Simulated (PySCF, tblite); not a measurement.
# C₅H₁₂Si₃: geometry, infrared bands and NMR shifts

Aim: predict the infrared bands and NMR shifts of C₅H₁₂Si₃ (`C#C[Si@@H]([SiH2]C)[SiH]1CC1`).

Computed with tblite 0.8.0 and PySCF 2.14.0, with density-fitted response routines of our own, on a single molecule in the gas phase. Atoms are numbered from 0 throughout.

## Step 1: The starting structure

20 atoms, charge 0, multiplicity 1; geometry from: force field or distance geometry start.

Bonds of the start (Å): C0–C1 1.22, C1–Si2 1.81, Si2–Si3 2.20, Si3–C4 1.86, Si2–Si5 2.23, Si5–C6 1.88, C6–C7 1.51, C7–Si5 1.85, C0–H8 1.08, Si2–H9 1.49, Si3–H10 1.48, Si3–H11 1.48, C4–H12 1.12, C4–H13 1.12, C4–H14 1.10, Si5–H15 1.46, C6–H16 1.11, C6–H17 1.09, C7–H18 1.09, C7–H19 1.13.

## Step 2: Optimising the geometry with GFN2-xTB

The job: settings as JSON, then the geometry in Å.

```
{"job": {"kind": "relax", "xc": "GFN2-xTB", "basis": "xTB"}, "charge": 0, "multiplicity": 1}
C      0.745100     3.651800     0.276100
C      0.458700     2.566700    -0.199100
Si     0.063300     0.945600    -0.907100
Si     1.735000    -0.453100    -0.603400
C      2.354500    -0.449500     1.151000
Si    -1.885100     0.211300    -0.113600
C     -2.285900    -1.525000    -0.723600
C     -1.986500    -1.426000     0.750800
H      0.977800     4.621200     0.681300
H     -0.130200     1.136300    -2.367900
H      2.833800    -0.014700    -1.492300
H      1.396000    -1.819800    -1.069600
H      3.476000    -0.391600     1.097300
H      2.101600    -1.446400     1.597400
H      1.940800     0.354300     1.782600
H     -2.976700     1.169500     0.065400
H     -1.499400    -2.029100    -1.315800
H     -3.306300    -1.591400    -1.100300
H     -1.099400    -1.947000     1.107200
H     -2.918300    -1.552300     1.380500
```

Command:

```console
OMP_NUM_THREADS=1 python probes_run.py task.json out
```

The driver reads the jobs from task.json and runs them one after another.

**Question.** This job is followed by: GFN2-xTB harmonic vibrations, gas phase; GIAO PBE0/pcSseg-1 NMR shielding, non-relativistic, gas phase. Predict these results of the whole session: strongest single infrared mode (GFN2-xTB); zero-point energy (GFN2-xTB); 13C shifts against TMS (PBE0/pcSseg-1); 1H shifts against TMS (PBE0/pcSseg-1, means over atoms taken as alike); 29Si shifts against TMS (PBE0/pcSseg-1).

As calculated:

```
                                                              quantity                                                           value
                             strongest single infrared mode (GFN2-xTB)                                            571 cm⁻¹, 502 km/mol
                                          zero-point energy (GFN2-xTB)                                                   88.9 kcal/mol
                                13C shifts against TMS (PBE0/pcSseg-1)                               106.7, 84.5, -2.5, -4.2, -9.5 ppm
1H shifts against TMS (PBE0/pcSseg-1, means over atoms taken as alike)  4.58, 4.08, 3.69, 2.44, 2.01, 0.70, 0.61, 0.35, 0.34, 0.31 ppm
                               29Si shifts against TMS (PBE0/pcSseg-1)                                       -76.3, -101.4, -177.1 ppm
```

**Reading.** Relaxing lowered the energy by 0.672 eV in 126 steps; the close pair that moved most is Si2–Si3, from 2.201 to 2.328 Å. All 54 modes are real, so the xTB geometry is a minimum. The strongest single mode, at 571 cm⁻¹, moves mainly H9 and H15. GFN2-xTB is a fitted tight-binding method: band positions and strengths are rough. Its intensities can rank the bands wrongly. At PBE0/pcSseg-1: The largest span, 353 ppm, is at Si5, where the paramagnetic term is -356 ppm.
